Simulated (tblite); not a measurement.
# C3H9FGeO: the cost of one run

Computed with tblite 0.8.0 and PySCF 2.14.0; each step states its level. No surroundings beyond the atoms listed, unless a continuum is named. Atoms count from 0, parts from 1.

## (1) The system as given

15 atoms, charge 0, multiplicity 1; geometry: distance geometry start.

## (2) Relaxing the cluster with GFN2-xTB

The job: settings as JSON, then the geometry in Å.

```
{"job": {"kind": "relax", "xc": "GFN2-xTB", "basis": "xTB"}, "charge": 0, "multiplicity": 1}
C     -0.414206    -0.159967    -0.233248
C     -0.355825     1.173458     0.451414
C     -1.814964    -0.733192    -0.277400
O      0.444858    -1.112343     0.316491
Ge     2.099611    -0.457818     0.162488
F     -0.043328     0.074933    -1.561305
H     -1.421927     1.574173     0.639736
H      0.077898     1.909570    -0.231134
H      0.190176     1.168652     1.441485
H     -1.907737    -1.610948     0.408756
H     -1.970754    -1.175446    -1.318961
H     -2.562007     0.031535    -0.143186
H      2.875235    -1.170487    -1.008143
H      2.865072    -0.573695     1.501033
H      1.952335     1.026404    -0.205311
```

With the program's defaults for keys left out, this is: GFN2-xTB geometry optimisation, gas phase.

On the command line:

```
> OMP_NUM_THREADS=1 python cluster_run.py task.json out
```

One launch serves the whole session: the jobs run in the order shown.

**Question.** How long does this first job take on 1 thread of Arm Neoverse V2, shared host?

About 2 s.
